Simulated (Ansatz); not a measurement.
**CH5ClGeOS: one species, many methods**

One table from this session's results is given with a row withheld; the runs are named, their logs left out.

The runs use Ansatz 0.2.0, Gaussian basis; functionals in def2-TZVPP, the program's frozen cores in correlated methods.

Plan: PBE-D4, r2SCAN-D4, PBE0-D4, B3LYP-D4, ωB97X-V, ωB97M-V, B2PLYP; CCSD(T)/def2-TZVPP; MP2/def2-QZVPP; extrapolation to the limit.

## Structure used throughout

All runs share one geometry, relaxed beforehand with PBE0-D4 in a triple-zeta def2 set.

SMILES `C[O][GeH]([SH])[Cl]`, 10 atoms, charge 0, spin multiplicity 1.

Atoms are counted from 1 here; the program's logs count them from 0.

Bond lengths: C1–O2 1.413 Å, C1–H6 1.091 Å, C1–H7 1.095 Å, C1–H8 1.096 Å, O2–Ge3 1.758 Å, Ge3–S4 2.211 Å, Ge3–Cl5 2.154 Å, Ge3–H9 1.525 Å, S4–H10 1.343 Å. Angles: O2–C1–H6 107.5°, O2–C1–H7 111.5°, O2–C1–H8 111.7°, H6–C1–H7 108.6°, H6–C1–H8 108.6°, H7–C1–H8 108.9°, C1–O2–Ge3 120.3°, O2–Ge3–S4 112.1°, O2–Ge3–Cl5 108.0°, O2–Ge3–H9 105.8°, S4–Ge3–Cl5 107.2°, S4–Ge3–H9 112.9°, Cl5–Ge3–H9 110.8°, Ge3–S4–H10 92.8°.

The first run:

The input, in.yaml:

```yaml
crystal:
  periodic: [false, false, false]
  atoms:
    - {symbol: C, position_ang: [-0.525536, -1.484774, 0.116435]}
    - {symbol: O, position_ang: [0.761331, -0.931606, -0.066919]}
    - {symbol: Ge, position_ang: [0.988300, 0.811300, -0.050721]}
    - {symbol: S, position_ang: [-0.325388, 1.836538, -1.503931]}
    - {symbol: Cl, position_ang: [0.454766, 1.533364, 1.907581]}
    - {symbol: H, position_ang: [-0.439943, -2.564729, -0.014514]}
    - {symbol: H, position_ang: [-0.908969, -1.284172, 1.122769]}
    - {symbol: H, position_ang: [-1.240491, -1.099370, -0.619492]}
    - {symbol: H, position_ang: [2.470534, 1.040790, -0.327028]}
    - {symbol: H, position_ang: [-1.234604, 2.142640, -0.564180]}
basis:
  gaussian: {orbitals: def2-TZVPP}
hamiltonian: {xc: pbe, dispersion: d4}
output: {forces: true, orbitals: {seedname: orbitals}}
```

The run is started by

```bash
$ ansatz run in.yaml --threads 2 --pin off --events-out ev --progress --plain --max-ram 22528MiB --backend cpu
```

Among the steps run: PBE-D4 (GGA); r2SCAN-D4 (meta-GGA); PBE0-D4 (hybrid); B3LYP-D4 (hybrid); ωB97X-V (range-separated); ωB97M-V (range-separated); B2PLYP (double hybrid); CCSD(T) in def2-TZVPP; MP2 in def2-QZVPP.

One table of the session follows, with a row left open; its other results are not shown here.

```
            method  atomisation energy (eV)
            PBE-D4                   35.097
         r2SCAN-D4                   34.728
           PBE0-D4                   34.459
          B3LYP-D4                   34.277
           ωB97X-V                   34.767
           ωB97M-V                   34.608
            B2PLYP                   33.987
     HF/def2-TZVPP                   24.429
    MP2/def2-TZVPP                   34.368
   CCSD/def2-TZVPP                        ?
CCSD(T)/def2-TZVPP                   33.758
           MP2/CBS                   35.266
       CCSD(T)/CBS                   34.656
```

**Question.** Estimate the row for CCSD/def2-TZVPP.

The run gave: atomisation energy (eV): 33.141. In the column «atomisation energy (eV)» it lies between HF/def2-TZVPP (24.429) and CCSD(T)/def2-TZVPP (33.758).

Caveats from the session: Free atoms (1 C, 1 O, 1 Ge, 1 S, 1 Cl, 5 H) were run apart at each level; the atomisation energy is their sum less the molecule, without zero-point or spin-orbit terms.
